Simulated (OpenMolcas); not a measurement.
# Sm³⁺ among point charges: CASSCF levels and susceptibility

How does a field of 6 point charges split the states of Sm³⁺, and what χT follows?

Program: OpenMolcas 26.06. Level of theory: state-averaged CASSCF, spin-orbit coupling by RASSI with atomic mean-field integrals. These are calculated values, not measurements, unless marked.

## (1) The atom as given

| Quantity | Value |
| --- | --- |
| Species | Sm³⁺ (samarium, Z = 62, 59 electrons) |
| Basis | ANO-RCC-VDZP [7s6p4d2f1g], 68 functions |
| Scalar Hamiltonian | DKH2, point nucleus |
| Inactive shells | 1s 2s 2p 3s 3p 3d 4s 4p 4d 5s 5p |
| Active space | 5 electrons in 7 orbitals (4f) |
| Some configurations of this space | 4f⁵ |
| Orbitals | optimised for the highest spin of each parity, averaged over all roots |

Outer shells as boxes (Hund's rule):

4f5
```
4f [↑ ][↑ ][↑ ][↑ ][↑ ][  ][  ]
```

The ion sits among 6 point charges of -2 e arranged as an octahedron (Oh), 2.73 Å from the ion.

The work runs as a chain of OpenMolcas steps in one folder; each step below is one input file. Labels, J, g values, rates, χT and fits are worked out afterwards by a script from the matrices that RASSI stores. The input lists half of the charges; inversion (Group=XYZ) makes the rest.

## (2) One- and two-electron integrals

The input, a.inp:

```
&GATEWAY
Coord
1

Sm 0.0 0.0 0.0
Basis=ANO-RCC-VDZP
Group=XYZ
NoMove
AngMom=0.0 0.0 0.0
AMFI
XField
3 Angstrom 0
2.730000 0.000000 0.000000 -2.000000
0.000000 2.730000 0.000000 -2.000000
0.000000 0.000000 2.730000 -2.000000
&SEWARD
```

Command:

```bash
$ OMP_NUM_THREADS=1 MOLCAS_MEM=2252 MOLCAS_PROJECT=a pymolcas a.inp > a.log
```

## (3) Reference wave functions, sextets of odd parity, 21 roots

The input, a.inp:

```
&RASSCF
FileOrb=start.orb
Symmetry=2
Spin=6
nActEl=5 0 0
Inactive=15 12
Ras2=0 7
CIRoot=21 21 1
SDav=21
CIMx=300
Iter=120 100
PrWF=0.3
OrbListing=Nothing
MaxOrb=0
>>> COPY $Project.JobIph JOB001
```

start.orb holds the contracted functions of the basis, ordered by shell, or the orbitals of the step before.

## (4) Reference wave functions, quartets of odd parity, 162 roots

The input, a.inp:

```
&RASSCF
FileOrb=start.orb
Symmetry=2
Spin=4
nActEl=5 0 0
Inactive=15 12
Ras2=0 7
CIRoot=162 162 1
SDav=224
CIMx=300
Iter=120 100
PrWF=0.3
OrbListing=Nothing
MaxOrb=0
CIOnly
>>> COPY $Project.JobIph JOB002
```

## (5) CASSCF: doublets of odd parity, 162 roots

The input, a.inp:

```
&RASSCF
FileOrb=start.orb
Symmetry=2
Spin=2
nActEl=5 0 0
Inactive=15 12
Ras2=0 7
CIRoot=162 162 1
SDav=490
CIMx=300
Iter=120 100
PrWF=0.3
OrbListing=Nothing
MaxOrb=0
CIOnly
>>> COPY $Project.JobIph JOB003
```

## (6) State interaction with spin-orbit coupling

The input, a.inp:

```
&RASSI
NrOfJobIphs=3 21 108 41
1 2 3 4 5 6 7 8 9 10 11 12 13 14 15 16 17 18 19 20 21
1 2 3 4 5 6 7 8 9 10 11 12 13 14 15 16 17 18 19 20 21 22 23 24 25 26 27
28 29 30 31 32 33 34 35 36 37 38 39 40 41 42 43 44 45 46 47 48 49 50 51
52 53 54 55 56 57 58 59 60 61 62 63 64 65 66 67 68 69 70 71 72 73 74 75
76 77 78 79 80 81 82 83 84 85 86 87 88 89 90 91 92 93 94 95 96 97 98 99
100 101 102 103 104 105 106 107 108
1 2 3 4 5 6 7 8 9 10 11 12 13 14 15 16 17 18 19 20 21 22 23 24 25 26 27
28 29 30 31 32 33 34 35 36 37 38 39 40 41
IphNames
JOB001
JOB002
JOB003
EJob
SpinOrbit
DIPRint=1.0
SOCoupling=1000.0
Subsets=2
Property=9
'ANGMOM' 1 'ANGMOM' 2 'ANGMOM' 3 'MLTPL  1' 1 'MLTPL  1' 2 'MLTPL  1' 3
'AMFI' 1 'AMFI' 2 'AMFI' 3
SOProperty=3
'ANGMOM' 1 'ANGMOM' 2 'ANGMOM' 3
```

**Question.** What will these runs give? Wanted: spin-free ground state; first state of the same spin within the active space; lowest level; next level.

The runs gave:

| quantity | value |
| --- | --- |
| method | CASSCF |
| spin-free ground state | 6T1, 3-fold in its orbital part |
| first state of the same spin within the active space | 6E at 41.9 cm⁻¹ |
| lowest level | 2-fold Γ7, g = 0.22, 0.22, 0.22 |
| next level | 86.6 cm⁻¹ |
| χT at 300 K | 0.31 cm³ K/mol |
| effective moment at 300 K | 1.56 μB |

The spin-free ground state (6T1) comes to 100 % from free-ion H terms and keeps the highest spin of the shell. The quartets, doublets rest on orbitals optimised for another spin in at least one step, which raises them against the optimised states. Not all states of the active space went into the spin-orbit step. High states of lower spin are left out of the spin-orbit mixing, and CASSCF puts spin-flip levels too high. This is an electrostatic model: the charges have no orbitals.
